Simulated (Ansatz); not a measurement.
# AuC18: the cost of one run

All numbers below are computed with Ansatz 0.2.0 (DFT PBE+D3(BJ), plane waves, PAW, scalar-relativistic, collinear spin).

**1. The structure to begin with**

The cell holds 19 atoms (C18Au): a = 7.398 Å, b = 7.398 Å, c = 11.000 Å, α = 90.00°, β = 90.00°, γ = 120.00°.

The coordinates stand in the first input below.

**2. Relaxing end A**

input.yaml reads:

```yaml
crystal:
  lattice:
    - [7.398, 0.0, 0.0]
    - [-3.699, 6.406856, 0.0]
    - [0.0, 0.0, 11.0]
  atoms:
    - { symbol: C, position: [0.0, 0.0, 0.0909091] }
    - { symbol: C, position: [0.2222222, 0.1111111, 0.0909091] }
    - { symbol: C, position: [0.0, 0.3333333, 0.0909091] }
    - { symbol: C, position: [0.2222222, 0.4444444, 0.0909091] }
    - { symbol: C, position: [0.0, 0.6666667, 0.0909091] }
    - { symbol: C, position: [0.2222222, 0.7777778, 0.0909091] }
    - { symbol: C, position: [0.3333333, 0.0, 0.0909091] }
    - { symbol: C, position: [0.5555556, 0.1111111, 0.0909091] }
    - { symbol: C, position: [0.3333333, 0.3333333, 0.0909091] }
    - { symbol: C, position: [0.5555556, 0.4444444, 0.0909091] }
    - { symbol: C, position: [0.3333333, 0.6666667, 0.0909091] }
    - { symbol: C, position: [0.5555556, 0.7777778, 0.0909091] }
    - { symbol: C, position: [0.6666667, 0.0, 0.0909091] }
    - { symbol: C, position: [0.8888889, 0.1111111, 0.0909091] }
    - { symbol: C, position: [0.6666667, 0.3333333, 0.0909091] }
    - { symbol: C, position: [0.8888889, 0.4444444, 0.0909091] }
    - { symbol: C, position: [0.6666667, 0.6666667, 0.0909091] }
    - { symbol: C, position: [0.8888889, 0.7777778, 0.0909091] }
    - { symbol: Au, position: [0.7765993, 0.8873586, 0.24], spin: 1.0 }
magnetization:
  spin_polarized: true
basis:
  ecutwfc: 420.0
kpoints:
  mp_grid: { grid: [2, 2, 1] }
hamiltonian:
  xc: pbe
  dispersion: d3bj
scf:
  occupations: { method: fermi_dirac, width: 0.05 }
  lower_state_search: "off"
relax:
  f_tol: 0.03
  max_steps: 60
  adjacent_minimum: "off"
output:
  write_density: true
  write_potential: true
  elf: true
  volumetric_format: npy
```

Started as:

```sh
ansatz run input.yaml --threads 2 --pin off --max-ram 5120MiB --backend cpu --events-out ev --progress --plain --runs-dir out
```

**Question.** How long does this run take on 2 threads of AMD EPYC 7R13 (Zen 3), shared host, and how much memory does it need?

About 4.3 min, with a peak of 1.2 GiB.
